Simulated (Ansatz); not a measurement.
**Ni (fcc type): a single-point run**

Wanted: a converged single-point run for Ni (fcc type), and a check of what comes out. The structure is shown as the input types it.

Computed with Ansatz 0.2.0 (DFT, PBE, all-electron LAPW, scalar-relativistic, unless a step's input says otherwise).

## Step 1: Starting point

The structure is cubic, space group Fm-3m (No. 225). The conventional cell has a = 3.521 Å, b = 3.521 Å, c = 3.521 Å, α = 90.00°, β = 90.00°, γ = 90.00°. Ni (site symmetry m-3m) is surrounded by 12 Ni at 2.49 Å.

Coordinates:

```xyz
2
Lattice="1.7603 1.7603 0.0000 -1.7603 1.7603 0.0000 0.0000 0.0000 3.5205" Properties=species:S:1:pos:R:3 pbc="T T T"
Ni    0.0000    0.0000    0.0000
Ni    0.0000    1.7603    1.7603
```

## Step 2: Running it

input.yaml reads:

```yaml
crystal:
  lattice:
    - [1.760263382, 1.760263382, 0.0]
    - [-1.760263382, 1.760263382, 0.0]
    - [0.0, 0.0, 3.5205267641]
  atoms:
    - { symbol: Ni, position: [0.0, 0.0, 0.0], spin: 1.0 }
    - { symbol: Ni, position: [0.5, 0.5, 0.5], spin: 1.0 }
magnetization:
  spin_polarized: true
kpoints:
  mp_grid: { grid: [16, 16, 12] }
scf:
  occupations: { method: fermi_dirac, width: 0.1 }
  convergence: { dr2_threshold: 1.0e-20 }
  max_iter: 50
hamiltonian:
  xc: pbe
  pseudopotentials: { kind: all_electron, lapw: { basis_error: 0.001 } }
output:
  forces: true
  stress: true
  eigenvalues: true
```

Launch:

```console
$ ansatz run input.yaml --threads 3 --pin off --max-ram 9216MiB --backend cpu --events-out ev --progress --plain --runs-dir out
```

**Question.** How will this run end, and is anything wrong with its input?

The run converged and reported no error. That alone doesn't make the input a sound one.

In the input, scf.convergence.dr2_threshold is 1.0e-20. The risk: threshold needlessly tight. Once met, so tight a threshold does no harm; it costs cycles.

To check: delete scf.convergence.dr2_threshold (the default then holds).
